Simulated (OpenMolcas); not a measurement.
**Pd⁵⁺ among point charges: CASSCF and CASPT2 levels and susceptibility**

Aim: the splitting of the states of Pd⁵⁺ in the field of 6 point charges, its lowest levels with spin-orbit coupling and its magnetic susceptibility.

Program: OpenMolcas 26.06. Level of theory: state-averaged CASSCF and CASPT2, spin-orbit coupling by RASSI with atomic mean-field integrals. These are calculated values, not measurements, unless marked.

## 1. Starting point

- Species: Pd⁵⁺ (palladium, Z = 46, 41 electrons)
- Basis: ANO-RCC-VDZP [6s5p3d1f], 43 functions
- Scalar Hamiltonian: DKH2, point nucleus
- Inactive shells: 1s 2s 2p 3s 3p 3d 4s 4p
- Active space: 5 electrons in 5 orbitals (4d)
- Some configurations of this space: 4d⁵
- Orbitals: optimised for each spin and parity, averaged over all roots

Outer shells as boxes (Hund's rule):

4d5
```
4d [↑ ][↑ ][↑ ][↑ ][↑ ]
```

The ion sits among 6 point charges of -1 e arranged as a tetragonal octahedron (D4h), 1.7 Å from the ion, with the axial distance 1.649 Å.

The work runs as a chain of OpenMolcas steps in one folder; each step below is one input file. Labels, J, g values, rates, χT and fits are worked out afterwards by a script from the matrices that RASSI stores. The input lists half of the charges; inversion (Group=XYZ) makes the rest.

## 2. One- and two-electron integrals

Input file a.inp:

```
&GATEWAY
Coord
1

Pd 0.0 0.0 0.0
Basis=ANO-RCC-VDZP
Group=XYZ
NoMove
AngMom=0.0 0.0 0.0
AMFI
XField
3 Angstrom 0
1.700000 0.000000 0.000000 -1.000000
0.000000 1.700000 0.000000 -1.000000
0.000000 0.000000 1.649000 -1.000000
&SEWARD
```

On the command line:

```console
OMP_NUM_THREADS=1 MOLCAS_MEM=1689 MOLCAS_PROJECT=a pymolcas a.inp > a.log
```

## 3. CASSCF: sextets of even parity, 1 root

Input file a.inp:

```
&RASSCF
FileOrb=start.orb
Symmetry=1
Spin=6
nActEl=5 0 0
Inactive=9 9
Ras2=5 0
CIRoot=1 1 1
SDav=1
CIMx=300
Iter=120 100
PrWF=0.3
OrbListing=Nothing
MaxOrb=0
>>> COPY $Project.JobIph JOB001
```

start.orb holds the contracted functions of the basis, ordered by shell, or the orbitals of the step before.

## 4. Reference wave functions, quartets of even parity, 24 roots

Input file a.inp:

```
&RASSCF
FileOrb=start.orb
Symmetry=1
Spin=4
nActEl=5 0 0
Inactive=9 9
Ras2=5 0
CIRoot=24 24 1
SDav=24
CIMx=300
Iter=120 100
PrWF=0.3
OrbListing=Nothing
MaxOrb=0
>>> COPY $Project.JobIph JOB002
```

## 5. CASSCF: doublets of even parity, 75 roots

Input file a.inp:

```
&RASSCF
FileOrb=start.orb
Symmetry=1
Spin=2
nActEl=5 0 0
Inactive=9 9
Ras2=5 0
CIRoot=75 75 1
SDav=75
CIMx=300
Iter=120 100
PrWF=0.3
OrbListing=Nothing
MaxOrb=0
>>> COPY $Project.JobIph JOB003
```

## 6. State interaction with spin-orbit coupling

Input file a.inp:

```
&RASSI
NrOfJobIphs=3 1 24 75
1
1 2 3 4 5 6 7 8 9 10 11 12 13 14 15 16 17 18 19 20 21 22 23 24
1 2 3 4 5 6 7 8 9 10 11 12 13 14 15 16 17 18 19 20 21 22 23 24 25 26 27
28 29 30 31 32 33 34 35 36 37 38 39 40 41 42 43 44 45 46 47 48 49 50 51
52 53 54 55 56 57 58 59 60 61 62 63 64 65 66 67 68 69 70 71 72 73 74 75
IphNames
JOB001
JOB002
JOB003
EJob
SpinOrbit
DIPRint=1.0
SOCoupling=1000.0
Subsets=2
Property=9
'ANGMOM' 1 'ANGMOM' 2 'ANGMOM' 3 'MLTPL  1' 1 'MLTPL  1' 2 'MLTPL  1' 3
'AMFI' 1 'AMFI' 2 'AMFI' 3
SOProperty=3
'ANGMOM' 1 'ANGMOM' 2 'ANGMOM' 3
```

## 7. CASPT2: IPEA 0.25, imaginary shift 0.1 (closed shells correlated: 4s 4p)

Input file a.inp:

```
>>> COPY JOB001 $Project.JobIph
&CASPT2
Multistate=1 1
Frozen=8 6
IPEA=0.25
Imaginary=0.1
MaxIter=60
WThr=0.0 0.3 0.05
PrWF=0.5
NoMix
>>> COPY JOB002 $Project.JobIph
&CASPT2
Multistate=24 1 2 3 4 5 6 7 8 9 10 11 12 13 14 15 16 17 18 19 20 21 22
23 24
NoMult
Frozen=8 6
IPEA=0.25
Imaginary=0.1
MaxIter=60
WThr=0.0 0.3 0.05
PrWF=0.5
NoMix
>>> COPY JOB003 $Project.JobIph
&CASPT2
Multistate=75 1 2 3 4 5 6 7 8 9 10 11 12 13 14 15 16 17 18 19 20 21 22
23 24 25 26 27 28 29 30 31 32 33 34 35 36 37 38 39 40 41 42 43 44 45 46
47 48 49 50 51 52 53 54 55 56 57 58 59 60 61 62 63 64 65 66 67 68 69 70
71 72 73 74 75
NoMult
Frozen=8 6
IPEA=0.25
Imaginary=0.1
MaxIter=60
WThr=0.0 0.3 0.05
PrWF=0.5
NoMix
```

(Steps that only read results are left out.)

Q: Predict the outcome of this session. Wanted: spin-free ground state; lowest level; next level.

**Answer**, as computed:

| quantity | value |
| --- | --- |
| method | SS-CASPT2, IPEA 0.25, imaginary shift 0.1 (closed shells correlated: 4s 4p) |
| spin-free ground state | 6A1, 1-fold in its orbital part |
| lowest level | 2-fold E3/2, g = 0.52, 0.52, 9.92 |
| next level | 3.5 cm⁻¹ |
| χT at 300 K | 4.36 cm³ K/mol |
| effective moment at 300 K | 5.90 μB |

Cost by method:

| method | time of its own steps | time with the reference |
| --- | --- | --- |
| A. CASSCF | 24 s | 24 s |
| B. SS-CASPT2, IPEA 0.25, imaginary shift 0.1, +4s 4p | 6.2 s | 30 s |

Times are of one thread on a shared host.

The spin-free ground state (6A1) comes to 100 % from free-ion S terms and keeps the highest spin of the shell. χT at 300 K is 4.36, against 4.39 cm³ K/mol for the spin alone, as a half-filled shell (L = 0) has no orbital moment. An active space of the d shell alone favours high spin; real ions in strong fields can be low spin. The field of point charges can differ much from that of real complexes. With metal d orbitals alone active, the gaps between spin states are rough; where two lie within a few thousand cm-1, their order is open. Point charges carry no covalency, so the field is a model and not that of real ligands.
